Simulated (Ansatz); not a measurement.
Sr2NiWO6:

```
CELL_PARAMETERS angstrom
-2.77855 2.77855 3.95655
2.77855 -2.77855 3.95655
2.77855 2.77855 -3.95655
ATOMIC_POSITIONS crystal
W 0.50000 0.50000 0.00000
Sr 0.25000 0.75000 0.50000
Sr 0.75000 0.25000 0.50000
Ni 0.00000 0.00000 0.00000
O 0.74500 0.74500 0.00000
O 0.25500 0.25500 0.00000
O 0.71100 0.22700 0.93800
O 0.77300 0.71100 0.48400
O 0.28900 0.77300 0.06200
O 0.22700 0.28900 0.51600
```

```yaml
Program: Ansatz 0.2.0
Task: relaxation of cell and atoms
Functional: PBEsol
Potentials_or_basis: Ansatz PAW
Cutoff: "420 eV (not typed: the program's choice for these potentials)"
k_mesh: 7 × 7 × 7
Occupations: fermi-dirac, width 0.05 eV
Spin: collinear spin, ferromagnetic start
Starting_moments: "[0.0, 0.0, 0.0, 1.0, 0.0, 0.0, 0.0, 0.0, 0.0, 0.0] μB"
```

At the start: volume 12.22 Å³/atom.

**Question.** How do energy, volume and symmetry change on relaxing?

**Answer.** It ends after 8 steps and the volume is 11.98 Å³/atom (-2.0 %); space group I4/m (No. 87, to 0.05 Å); moment 2.00 μB per cell.

Step by step:
| step | energy change (eV) | largest force (eV/Å) | volume (Å³) |
| --- | --- | --- | --- |
| 1 | 0.0000 | 0.3989 | 122.18 |
| 2 | -0.0381 | 0.1939 | 119.96 |
| 3 | -0.0430 | 0.0606 | 119.75 |
| 4 | -0.0446 | 0.0305 | 119.80 |
| 5 | -0.0447 | 0.0024 | 119.88 |
| 6 | -0.0364 | 0.0024 | 119.88 |
| 7 | -0.0368 | 0.0007 | 119.79 |
| 8 | -0.0364 | 0.0007 | 119.79 |

Final structure:
```
CELL_PARAMETERS angstrom
-2.75333 2.75333 3.95052
2.75333 -2.75333 3.95052
2.75333 2.75333 -3.95052
ATOMIC_POSITIONS crystal
W 0.50000 0.50000 0.00000
Sr 0.25000 0.75000 0.50000
Sr 0.75000 0.25000 0.50000
Ni 0.00000 0.00000 0.00000
O 0.74310 0.74310 0.00000
O 0.25690 0.25690 0.00000
O 0.70518 0.21877 0.92395
O 0.78123 0.70518 0.48641
O 0.29482 0.78123 0.07605
O 0.21877 0.29482 0.51359
```

Caveat: the plane-wave basis is chosen anew once the cell has moved, so the energies of steps on either side of that aren't comparable; the pressure holds a Pulay correction of +0.7 GPa for the finite cutoff; a cell with one magnetic atom can't hold antiferromagnetic order, which such compounds often take; the PAW data sets come from PBE, with cores solved anew for the run's functional, which leaves a small shift of forces and pressure.
